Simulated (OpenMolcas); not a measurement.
# Fe³⁺ among point charges: CASSCF and CASPT2 levels and susceptibility

How does a field of 4 point charges split the states of Fe³⁺, and what χT follows?

Program: OpenMolcas 26.06. Level of theory: state-averaged CASSCF and CASPT2, spin-orbit coupling by RASSI with atomic mean-field integrals. These are calculated values, not measurements, unless marked.

### 1 Starting point

- Species: Fe³⁺ (iron, Z = 26, 23 electrons)
- Basis: ANO-RCC-VDZP [5s4p2d1f], 34 functions
- Scalar Hamiltonian: DKH2, point nucleus
- Inactive shells: 1s 2s 2p 3s 3p
- Active space: 5 electrons in 5 orbitals (3d)
- Some configurations of this space: 3d5
- Orbitals: optimised for each spin and parity, averaged over all roots

The outer shells:

3d5
```
3d [↑ ][↑ ][↑ ][↑ ][↑ ]
```

The ion sits among 4 point charges of -1 e arranged as a tetrahedron (Td), 2.24 Å from the ion.

The work runs as a chain of OpenMolcas steps in one folder; each step below is one input file. Labels, J, g values, rates, χT and fits are worked out afterwards by a script from the matrices that RASSI stores.

### 2 Basis and integrals

a.inp

```
&GATEWAY
Coord
1

Fe 0.0 0.0 0.0
Basis=ANO-RCC-VDZP
Group=NoSym
NoMove
AngMom=0.0 0.0 0.0
AMFI
XField
4 Angstrom 0
1.293265 1.293265 1.293265 -1.000000
1.293265 -1.293265 -1.293265 -1.000000
-1.293265 1.293265 -1.293265 -1.000000
-1.293265 -1.293265 1.293265 -1.000000
&SEWARD
```

Launch:

```bash
OMP_NUM_THREADS=1 MOLCAS_MEM=1689 MOLCAS_PROJECT=a pymolcas a.inp > a.log
```

### 3 Reference wave functions, sextets, 1 root

a.inp

```
&RASSCF
FileOrb=start.orb
Symmetry=1
Spin=6
nActEl=5 0 0
Inactive=9
Ras2=5
CIRoot=1 1 1
SDav=1
CIMx=300
Iter=120 100
PrWF=0.3
OrbListing=Nothing
MaxOrb=0
>>> COPY $Project.JobIph JOB001
```

start.orb holds the contracted functions of the basis, ordered by shell, or the orbitals of the step before.

### 4 Reference wave functions, quartets, 24 roots

a.inp

```
&RASSCF
FileOrb=start.orb
Symmetry=1
Spin=4
nActEl=5 0 0
Inactive=9
Ras2=5
CIRoot=24 24 1
SDav=24
CIMx=300
Iter=120 100
PrWF=0.3
OrbListing=Nothing
MaxOrb=0
>>> COPY $Project.JobIph JOB002
```

### 5 CASSCF: doublets, 75 roots

a.inp

```
&RASSCF
FileOrb=start.orb
Symmetry=1
Spin=2
nActEl=5 0 0
Inactive=9
Ras2=5
CIRoot=75 75 1
SDav=75
CIMx=300
Iter=120 100
PrWF=0.3
OrbListing=Nothing
MaxOrb=0
>>> COPY $Project.JobIph JOB003
```

### 6 State interaction with spin-orbit coupling

a.inp

```
&RASSI
NrOfJobIphs=3 1 24 75
1
1 2 3 4 5 6 7 8 9 10 11 12 13 14 15 16 17 18 19 20 21 22 23 24
1 2 3 4 5 6 7 8 9 10 11 12 13 14 15 16 17 18 19 20 21 22 23 24 25 26 27
28 29 30 31 32 33 34 35 36 37 38 39 40 41 42 43 44 45 46 47 48 49 50 51
52 53 54 55 56 57 58 59 60 61 62 63 64 65 66 67 68 69 70 71 72 73 74 75
IphNames
JOB001
JOB002
JOB003
EJob
SpinOrbit
DIPRint=1.0
SOCoupling=1000.0
Subsets=2
Property=9
'ANGMOM' 1 'ANGMOM' 2 'ANGMOM' 3 'MLTPL  1' 1 'MLTPL  1' 2 'MLTPL  1' 3
'AMFI' 1 'AMFI' 2 'AMFI' 3
SOProperty=3
'ANGMOM' 1 'ANGMOM' 2 'ANGMOM' 3
```

### 7 CASPT2: IPEA 0.25, imaginary shift 0.1 (closed shells correlated: 3s 3p)

a.inp

```
>>> COPY JOB001 $Project.JobIph
&CASPT2
Multistate=1 1
Frozen=5
IPEA=0.25
Imaginary=0.1
MaxIter=60
WThr=0.0 0.3 0.05
PrWF=0.5
NoMix
>>> COPY JOB002 $Project.JobIph
&CASPT2
Multistate=24 1 2 3 4 5 6 7 8 9 10 11 12 13 14 15 16 17 18 19 20 21 22
23 24
NoMult
Frozen=5
IPEA=0.25
Imaginary=0.1
MaxIter=60
WThr=0.0 0.3 0.05
PrWF=0.5
NoMix
>>> COPY JOB003 $Project.JobIph
&CASPT2
Multistate=75 1 2 3 4 5 6 7 8 9 10 11 12 13 14 15 16 17 18 19 20 21 22
23 24 25 26 27 28 29 30 31 32 33 34 35 36 37 38 39 40 41 42 43 44 45 46
47 48 49 50 51 52 53 54 55 56 57 58 59 60 61 62 63 64 65 66 67 68 69 70
71 72 73 74 75
NoMult
Frozen=5
IPEA=0.25
Imaginary=0.1
MaxIter=60
WThr=0.0 0.3 0.05
PrWF=0.5
NoMix
```

(Steps that only read results are left out.)

What does the calculation give? Wanted: spin-free ground state; lowest level; next level.

The runs gave:

| quantity | value |
| --- | --- |
| method | SS-CASPT2, IPEA 0.25, imaginary shift 0.1 (closed shells correlated: 3s 3p) |
| spin-free ground state | 6A1, 1-fold in its orbital part |
| lowest level | 6-fold |
| next level | 34748.9 cm⁻¹ |
| χT at 300 K | 4.39 cm³ K/mol |
| effective moment at 300 K | 5.92 μB |

Cost by method:

```tsv
method	time of its own steps	time with the reference
A. CASSCF	22 s	22 s
B. SS-CASPT2, IPEA 0.25, imaginary shift 0.1, +3s 3p	6.9 s	28 s
```

Times are of one thread on a shared host.

**Reading.** The spin-free ground state (6A1) comes to 100 % from free-ion S terms and keeps the highest spin of the shell. χT at 300 K is 4.39, against 4.39 cm³ K/mol for the spin alone, as a half-filled shell (L = 0) has no orbital moment. An active space of the d shell alone favours high spin; real ions in strong fields can be low spin. A ligand-field fit to the states below 45000 cm-1 gives 10Dq = -168 cm-1, B = 1113 cm-1 and C = 4455 cm-1 (C/B = 4.00), with a deviation of 572 cm-1. CASPT2 does not keep the components of a term degenerate, and the means are used. The field of point charges can differ much from that of real complexes. Point charges carry no covalency, so the field is a model and not that of real ligands.
